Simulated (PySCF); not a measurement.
# C3H4Cl2OSi: the cost of one run

Computed with PySCF 2.14.0, with density-fitted response routines of our own, on a single molecule in the gas phase. Atoms are numbered from 0 throughout.

## Step 1: The molecule as given

11 atoms, charge 0, multiplicity 1; geometry from: GFN2-xTB. The atoms were then displaced at random by about 0.01 Å, so the start is not that level's minimum.

Bonds of the start (Å): C0–C1 1.24, C1–Si2 1.87, Si2–O3 1.60, Si2–C4 1.93, C4–Cl5 1.77, C4–Cl6 1.77, C0–H7 1.03, Si2–H8 1.47, O3–H9 0.97, C4–H10 1.10.

## Step 2: Relaxing the molecule at PBE0-D3(BJ)/def2-SVP

The job: settings as JSON, then the geometry in Å.

```
{"job": {"xc": "PBE0", "basis": "def2-SVP", "d3": "d3bj", "grid": 1, "shake": 0.01, "kind": "geom"}, "charge": 0, "multiplicity": 1}
C      2.562880    -1.034340     0.223460
C      1.576870    -0.300970     0.088330
Si     0.090900     0.806470    -0.121100
O     -0.258090     1.084830    -1.652410
C     -1.313790    -0.180720     0.749710
Cl    -1.678770    -1.641770    -0.180110
Cl    -2.767960     0.820560     0.878230
H      3.395400    -1.630810     0.326210
H      0.249100     2.131950     0.497130
H     -0.730220     0.428130    -2.184620
H     -1.088210    -0.509150     1.778680
```

Run with:

```sh
$ OMP_NUM_THREADS=1 python probes_run.py task.json out
```

One launch serves the whole session: the jobs run in the order shown.

Q: Estimate the wall time and peak memory of this first job on 1 thread of Arm Neoverse V1, shared host.

About 83 s, with a peak of 0.55 GiB.
